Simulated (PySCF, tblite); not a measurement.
# C₄H₈NSi radical: geometry, infrared bands and EPR parameters

Wanted: the infrared bands and EPR parameters of C₄H₈NSi radical (`N[Si@@H]1C=C[CH]C1`), by calculation.

Computed with tblite 0.8.0 and PySCF 2.14.0, with density-fitted response routines of our own, on a single molecule in the gas phase. Atoms count from 0, in the outputs and in this text.

### 1 Starting geometry

14 atoms, charge 0, multiplicity 2; geometry from: force field or distance geometry start.

Bonds of the start (Å): N0–Si1 1.71, Si1–C2 1.85, C2–C3 1.35, C3–C4 1.45, C4–C5 1.52, C5–Si1 1.92, N0–H6 1.02, N0–H7 1.02, Si1–H8 1.47, C2–H9 1.08, C3–H10 1.08, C4–H11 1.08, C5–H12 1.10, C5–H13 1.09.

### 2 Geometry optimisation with GFN2-xTB

Job settings and geometry (Å):

```
{"job": {"kind": "relax", "xc": "GFN2-xTB", "basis": "xTB"}, "charge": 0, "multiplicity": 2}
N      2.129500    -0.578600     0.519100
Si     0.974200     0.128200    -0.530600
C     -0.067800     1.276900     0.477900
C     -1.349800     0.867400     0.554700
C     -1.669200    -0.379200    -0.113700
C     -0.525600    -1.019500    -0.877500
H      1.648100    -0.887900     1.360200
H      2.788900     0.138900     0.826300
H      1.616700     0.746600    -1.698800
H      0.318900     2.181000     0.916900
H     -2.119900     1.399500     1.102800
H     -2.671000    -0.795100    -0.110900
H     -0.342300    -2.031700    -0.499000
H     -0.731300    -1.046900    -1.949600
```

On the command line:

```
$ OMP_NUM_THREADS=1 python probes_run.py task.json out
```

One launch serves the whole session: the jobs run in the order shown.

**Question.** This job is followed by: GFN2-xTB harmonic vibrations, gas phase; UKS B3LYP, pcH-1 on C H N Si, non-relativistic, mean-field spin-orbit, GIAO. Predict these results of the whole session: strongest single infrared mode (GFN2-xTB); zero-point energy (GFN2-xTB); g(iso) (B3LYP); ⟨S²⟩; largest a(iso) (averaged by class); potential on the surface of density 0.002 e/bohr³, 1st and 99th percentile.

As calculated:

| quantity | value |
| --- | --- |
| strongest single infrared mode (GFN2-xTB) | 2228 cm⁻¹, 360 km/mol |
| zero-point energy (GFN2-xTB) | 67.3 kcal/mol |
| g(iso) (B3LYP) | 2.00253 |
| ⟨S²⟩ | 0.773 (exact 0.75) |
| largest a(iso) (averaged by class) | 13C on C4, 53.4 MHz |
| potential on the surface of density 0.002 e/bohr³, 1st and 99th percentile | -1.34 V and 1.53 V |

What this shows: Relaxing lowered the energy by 0.391 eV in 77 steps; the close pair that moved most is C3–C4, from 1.450 to 1.372 Å. All 36 modes are real, so the xTB geometry is a minimum. The strongest single mode, at 2228 cm⁻¹, moves mainly H8. Unscaled tight-binding wavenumbers are off by several per cent, some by more. Its intensities can rank the bands wrongly. The largest spin populations lie on C2 (0.65 e), C4 (0.63 e). The isotropic g lies 0.2 ppt above the free-electron value. These values are for one conformer; the search (at its own cheap level) found 1 more, at 0.60 kcal/mol, and measured spectra average over such forms.
